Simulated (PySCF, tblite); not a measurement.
# B3H9N4Si, a small molecule taken as a stand-in for a surface group (BN ring, B site): NMR shifts, core binding energies and electronic excitations, part 1 of 2

Wanted: the NMR shifts, core binding energies and electronic excitations for `[SiH3]NB1NBNBN1`.

Computed with tblite 0.8.0 and PySCF 2.14.0; each step states its level. No surroundings beyond the atoms listed, unless a continuum is named. Atoms count from 0, parts from 1.

## 1. The system as given

17 atoms, charge 0, multiplicity 1; geometry: distance geometry start.

## 2. Relaxing the cluster with GFN2-xTB

What the job is given:

```
{"job": {"kind": "relax", "xc": "GFN2-xTB", "basis": "xTB"}, "charge": 0, "multiplicity": 1}
N      0.861151     1.070119    -0.745433
B      2.195515     0.959131    -0.027025
N      2.649138    -0.394763     0.453213
B      1.640377    -1.502886     0.125560
N      0.117498    -1.252152     0.156245
B     -0.165834     0.197363    -0.026692
N     -1.295966     0.799046     0.809175
Si    -2.881592     0.098297     0.298119
H      0.580748     2.012838    -0.936284
H      2.654318     1.933408     0.427523
H      2.961090    -0.419499     1.460846
H      1.994631    -2.239323    -0.749122
H     -0.310248    -1.659276     1.021485
H     -1.087635     0.511647     1.800353
H     -3.603484    -0.354925     1.476312
H     -2.724631    -0.956583    -0.708879
H     -3.632442     1.187014    -0.403772
```

With the program's defaults for keys left out, this is: GFN2-xTB geometry optimisation, gas phase.

Launch:

```
$ OMP_NUM_THREADS=1 python cluster_run.py task.json out
```

The driver reads the jobs from task.json and runs them one after another.

What it wrote:

```text
step      E/eV     max force
  0    -593.68052    3.192
  1    -594.28232    2.501
  2    -595.00345    1.772
  3    -595.14423    1.089
  4    -595.25139    0.817
  5    -595.32496    0.875
  6    -595.52311    1.059
  7    -595.65417    1.050
  8    -595.80803    1.135
  9    -595.98311    1.086
 10    -596.11961    1.577
 11    -596.27257    1.422
 12    -596.41585    1.047
 13    -596.62479    0.944
 14    -596.68379    0.783
 15    -596.81537    1.092
 16    -596.82215    1.228
 17    -596.89732    0.619
 18    -596.95837    0.785
 19    -597.04178    0.838
 20    -597.09966    0.715
 21    -597.14459    0.600
 22    -597.18822    0.438
 23    -597.21839    0.464
 24    -597.23958    0.420
 25    -597.25615    0.362
 26    -597.27082    0.293
 27    -597.28810    0.267
 28    -597.30408    0.334
 29    -597.32763    0.392
 30    -597.34664    0.303
 31    -597.35928    0.221
 32    -597.36849    0.278
 33    -597.37833    0.318
 34    -597.39071    0.379
 35    -597.40478    0.289
 36    -597.41820    0.230
 37    -597.42777    0.247
 38    -597.43957    0.304
 39    -597.44852    0.266
 40    -597.45660    0.242
 41    -597.46382    0.282
 42    -597.47309    0.377
 43    -597.48495    0.333
 44    -597.49672    0.265
 45    -597.50299    0.215
 46    -597.50780    0.183
 47    -597.51184    0.200
 48    -597.51736    0.181
 49    -597.52460    0.201
 50    -597.53009    0.174
 51    -597.53586    0.187
 52    -597.54212    0.203
 53    -597.54790    0.204
 54    -597.55210    0.158
 55    -597.55481    0.125
 56    -597.55671    0.125
 57    -597.55861    0.128
 58    -597.56127    0.115
 59    -597.56433    0.132
 60    -597.56620    0.103
 61    -597.56748    0.110
 62    -597.56885    0.120
 63    -597.57067    0.111
 64    -597.57243    0.083
 65    -597.57362    0.065
 66    -597.57449    0.070
 67    -597.57560    0.086
 68    -597.57713    0.087
 69    -597.57871    0.114
 70    -597.57991    0.109
 71    -597.58082    0.081
 72    -597.58169    0.094
 73    -597.58254    0.089
 74    -597.58323    0.062
 75    -597.58380    0.065
 76    -597.58443    0.067
 77    -597.58515    0.063
 78    -597.58579    0.057
 79    -597.58621    0.046
 80    -597.58659    0.048
 81    -597.58721    0.073
 82    -597.58824    0.096
 83    -597.58939    0.086
 84    -597.59011    0.066
 85    -597.59055    0.071
 86    -597.59099    0.071
 87    -597.59169    0.075
 88    -597.59272    0.094
 89    -597.59380    0.091
 90    -597.59473    0.070
 91    -597.59568    0.076
 92    -597.59695    0.095
 93    -597.59868    0.113
 94    -597.60042    0.113
 95    -597.60186    0.108
 96    -597.60302    0.116
 97    -597.60435    0.104
 98    -597.60614    0.080
 99    -597.60703    0.050
100    -597.60750    0.043
101    -597.60779    0.044
102    -597.60813    0.046
103    -597.60841    0.034
104    -597.60855    0.023
105    -597.60862    0.020
106    -597.60866    0.019
107    -597.60871    0.016
108    -597.60875    0.015
109    -597.60878    0.017
110    -597.60882    0.018
111    -597.60887    0.014
112    -597.60892    0.018
113    -597.60896    0.021
114    -597.60902    0.022
115    -597.60910    0.021
116    -597.60924    0.039
117    -597.60945    0.054
118    -597.60970    0.056
119    -597.60992    0.038
120    -597.61013    0.031
121    -597.61037    0.038
122    -597.61067    0.053
123    -597.61107    0.058
124    -597.61151    0.049
125    -597.61197    0.051
126    -597.61247    0.051
127    -597.61278    0.083
128    -597.61332    0.075
129    -597.61374    0.055
130    -597.61459    0.043
131    -597.61485    0.041
132    -597.61526    0.038
133    -597.61555    0.035
134    -597.61579    0.045
135    -597.61599    0.042
136    -597.61612    0.028
137    -597.61619    0.019
138    -597.61623    0.022
139    -597.61628    0.015
140    -597.61632    0.016
141    -597.61636    0.020
142    -597.61640    0.019
143    -597.61642    0.013
144    -597.61644    0.010
145    -597.61645    0.008
146    -597.61646    0.007
```

It took 3.1 s on 1 thread of Intel Xeon 6975P-C, shared host.

Relaxation path:

```tsv
step	energy from step 0 (eV)	largest force (eV/Å)
0	0.0000	3.1919
6	-1.8426	1.0593
12	-2.7353	1.0467
18	-3.2778	0.7843
24	-3.5591	0.4191
30	-3.6661	0.3027
36	-3.7377	0.2302
42	-3.7926	0.3769
48	-3.8368	0.1808
54	-3.8716	0.1580
60	-3.8857	0.1028
66	-3.8940	0.0703
72	-3.9012	0.0943
78	-3.9053	0.0562
84	-3.9096	0.0655
90	-3.9142	0.0698
96	-3.9225	0.1153
102	-3.9276	0.0457
108	-3.9282	0.0153
114	-3.9285	0.0217
120	-3.9296	0.0307
126	-3.9320	0.0510
132	-3.9347	0.0381
138	-3.9357	0.0218
144	-3.9359	0.0100
146	-3.9359	0.0070
```

Close pairs (by a distance rule), those that changed most:

```tsv
bond	before (Å)	after (Å)	change (Å)
B3–N4	1.544	1.412	-0.131
N2–B3	1.534	1.419	-0.115
N0–B1	1.520	1.413	-0.106
N0–B5	1.527	1.429	-0.099
B5–N6	1.529	1.431	-0.098
B1–N2	1.506	1.418	-0.089
N6–Si7	1.807	1.725	-0.083
N4–B5	1.488	1.426	-0.063
```

## 3. Geometry optimisation at PBE0-D3(BJ)/def2-SVP

What the job is given:

```
{"job": {"xc": "PBE0", "basis": "def2-SVP", "d3": "d3bj", "grid": 2, "kind": "geom", "shake": 0.01}, "charge": 0, "multiplicity": 1}
N      0.950028     1.301364     0.014430
B      2.284998     0.941098     0.007671
N      2.553265    -0.445932    -0.006745
B      1.598243    -1.439803    -0.008845
N      0.220789    -1.007192    -0.016754
B     -0.142446     0.383118    -0.001131
N     -1.497892     0.792090     0.000896
Si    -2.925109    -0.159759    -0.010916
H      0.698532     2.314576     0.035241
H      3.145994     1.745975     0.026389
H      3.529238    -0.739330     0.010140
H      1.840474    -2.584743    -0.003676
H     -0.547876    -1.670722    -0.022190
H     -1.665919     1.794472     0.014155
H     -3.011019    -1.032869     1.186741
H     -2.998051    -1.001153    -1.196479
H     -4.042762     0.808613    -0.008838
```

What it wrote:

```text
step   0  E = -587.99507747  max force = 0.048776
step   1  E = -588.00333934  max force = 0.013685
step   2  E = -588.00350099  max force = 0.005615
step   3  E = -588.00356938  max force = 0.005022
step   4  E = -588.00363471  max force = 0.001167
step   5  E = -588.00363618  max force = 0.000211
optimisation converged
```

Wall time 63 s (1 thread of Intel Xeon 6975P-C, shared host); peak memory 0.81 GiB.

Step by step:

```tsv
step	energy from step 0 (eV)	largest force component (eV/Å)
0	0.0000	2.5082
1	-0.2248	0.7037
2	-0.2292	0.2887
3	-0.2311	0.2582
4	-0.2329	0.0600
5	-0.2329	0.0109
```

Distances of close pairs at the start and the end, largest changes first:

```tsv
bond	before (Å)	after (Å)	change (Å)
N2–B3	1.378	1.428	+0.049
Si7–H15	1.456	1.497	+0.041
B3–H11	1.170	1.210	+0.040
N0–B1	1.383	1.422	+0.040
N0–H8	1.044	1.012	-0.033
B1–H9	1.179	1.211	+0.032
N6–Si7	1.716	1.742	+0.027
B3–N4	1.444	1.423	-0.021
```

The next job starts from the end point, and lists it.

```tsv
at the end point	value
point group (found at 0.08 Å tolerance)	Cs
rotational constants (GHz, main isotopes)	4.408, 0.943, 0.784
dipole moment (D)	1.39
```

## 4. Shielding tensors: PBE0/pcSseg-1

What the job is given:

```
{"job": {"kind": "nmr", "xc": "PBE0", "basis": "pcSseg-1"}, "charge": 0, "multiplicity": 1}
N      0.936992     1.360641     0.033526
B      2.300856     0.956611     0.036466
N      2.579409    -0.443089     0.027131
B      1.542159    -1.423801     0.015764
N      0.193960    -0.969029     0.013147
B     -0.160059     0.427427     0.022042
N     -1.528266     0.862349     0.019651
Si    -2.963423    -0.125242     0.008465
H      0.740714     2.352911     0.040229
H      3.192796     1.775183     0.046592
H      3.542178    -0.750525     0.029265
H      1.798360    -2.606762     0.008548
H     -0.531562    -1.674797     0.005099
H     -1.685022     1.863865     0.026343
H     -3.033732    -1.022565     1.204533
H     -3.024581    -1.008275    -1.198683
H     -4.142010     0.789894     0.009424
```

Method: GIAO PBE0/pcSseg-1 NMR shielding, non-relativistic, gas phase.

What it wrote:

```text
coarse grid: 14712 points
cycle   1  E = -588.1289073923  dE =  9.289e-01  |g| = 6.356e-01  |ddm| = 3.624e+00
cycle   2  E = -588.0725536523  dE =  5.635e-02  |g| = 8.281e-01  |ddm| = 1.071e+00
cycle   3  E = -588.2200131185  dE = -1.475e-01  |g| = 5.364e-02  |ddm| = 6.451e-01
cycle   4  E = -588.2206250290  dE = -6.119e-04  |g| = 2.353e-02  |ddm| = 6.534e-02
cycle   5  E = -588.2207633779  dE = -1.383e-04  |g| = 7.303e-03  |ddm| = 2.465e-02
cycle   6  E = -588.2207735126  dE = -1.013e-05  |g| = 2.405e-03  |ddm| = 5.702e-03
cycle   7  E = -588.2207747120  dE = -1.199e-06  |g| = 2.695e-04  |ddm| = 1.707e-03
final grid: 137872 points
cycle   8  E = -588.2519890228  dE = -3.334e-05  |g| = 9.922e-03  |ddm| = 2.419e-02
cycle   9  E = -588.2519727658  dE =  1.626e-05  |g| = 1.345e-02  |ddm| = 1.550e-02
cycle  10  E = -588.2520100092  dE = -3.724e-05  |g| = 4.809e-04  |ddm| = 8.574e-03
cycle  11  E = -588.2520100663  dE = -5.710e-08  |g| = 1.934e-04  |ddm| = 5.921e-04
cycle  12  E = -588.2520100749  dE = -8.677e-09  |g| = 6.321e-05  |ddm| = 1.844e-04
cycle  13  E = -588.2520100757  dE = -7.182e-10  |g| = 2.443e-05  |ddm| = 5.364e-05
converged SCF energy = -588.2520100757

GIAO shielding tensors (ppm)
atom      isotropic    diamagn.    paramagn.     s11        s22        s33       span
  0 N      140.232     325.846    -185.614     32.459    171.538    216.698    184.239
  1 B       72.787     195.704    -122.917     44.183     61.553    112.627     68.444
  2 N      127.382     322.904    -195.521    -10.591    160.271    232.467    243.058
  3 B       72.713     196.533    -123.820     43.687     61.582    112.869     69.182
  4 N      143.681     326.872    -183.190     33.228    167.607    230.208    196.980
  5 B       77.737     196.722    -118.985     57.371     70.607    105.233     47.862
  6 N      224.919     323.716     -98.796    182.769    222.493    269.496     86.728
  7 Si     410.091     878.841    -468.750    366.276    390.019    473.979    107.703
  8 H       27.027      32.863      -5.836     21.757     27.828     31.497      9.740
  9 H       26.612      28.175      -1.563     23.765     26.861     29.211      5.446
 10 H       26.075      28.433      -2.358     22.018     25.301     30.906      8.888
 11 H       26.539      29.266      -2.727     23.684     26.890     29.043      5.360
 12 H       26.659      34.852      -8.193     20.817     28.169     30.991     10.174
 13 H       30.072      32.826      -2.753     21.654     29.337     39.226     17.572
 14 H       26.484      28.869      -2.386     23.268     24.684     31.499      8.231
 15 H       26.483      28.905      -2.422     23.268     24.685     31.496      8.227
 16 H       26.699      27.458      -0.758     23.282     25.002     31.813      8.531
```

It took 20 s on 1 thread of Intel Xeon 6975P-C, shared host; peak memory 0.91 GiB.

The references, computed at this level on geometries of the same kind, shield at (ppm): 1H TMS 31.27, 29Si TMS 352.0, 15N NH3 265.7, 11B BF3·OEt2 100.7. Their shielding less the atom's gives the shift. The references are single molecules in the gas phase, so shifts against H2O, NH3, PH3, H3PO4 or CFCl3 are not on the usual liquid scales and can be off by tens of ppm. Atoms listed in one row are averaged.

```tsv
atoms	environment	σ (ppm)	δ (ppm)
H10	hydrogen on a nitrogen bonded to 2 B	26.07	5.19
H14, H15	hydrogen on a silicon bonded to N	26.48	4.78
H11	hydrogen on a boron bonded to 2 N	26.54	4.73
H9	hydrogen on a boron bonded to 2 N	26.61	4.65
H12	hydrogen on a nitrogen bonded to 2 B	26.66	4.61
H16	hydrogen on a silicon bonded to N	26.70	4.57
H8	hydrogen on a nitrogen bonded to 2 B	27.03	4.24
H13	hydrogen on a nitrogen bonded to B, Si	30.07	1.19
N2	nitrogen bonded to 2 B, H	127.4	138.3
N0	nitrogen bonded to 2 B, H	140.2	125.4
N4	nitrogen bonded to 2 B, H	143.7	122.0
N6	nitrogen bonded to B, Si, H	224.9	40.8
B3	boron bonded to 2 N, H	72.7	28.0
B1	boron bonded to 2 N, H	72.8	27.9
B5	boron bonded to 3 N	77.7	23.0
Si7	silicon bonded to N, 3 H	410.1	-58.1
```

The run also stored atomic charges by several schemes (e):

```tsv
atoms	Mulliken	IAO	Hirshfeld	ESP fit
N0	-0.55	-0.47	-0.24	-0.80
B1	0.33	0.18	0.15	0.49
N2	-0.54	-0.46	-0.23	-0.66
B3	0.32	0.18	0.15	0.42
N4	-0.57	-0.47	-0.23	-0.65
B5	0.61	0.36	0.21	0.78
N6	-0.70	-0.70	-0.29	-0.85
Si7	0.54	0.72	0.35	0.50
```

Mayer bond orders: N0–B1 1.18, B1–N2 1.15, N2–B3 1.15, B3–N4 1.18, N4–B5 1.07, B5–N6 1.09, N6–Si7 0.96, B5–N0 1.08.

Ring of atoms N0, B1, N2, B3, N4, B5: NICS(0) -2.8, NICS(1) -2.7, NICS(1)zz -3.2 ppm (means of both faces).

(Continued in part 2 of 2.)
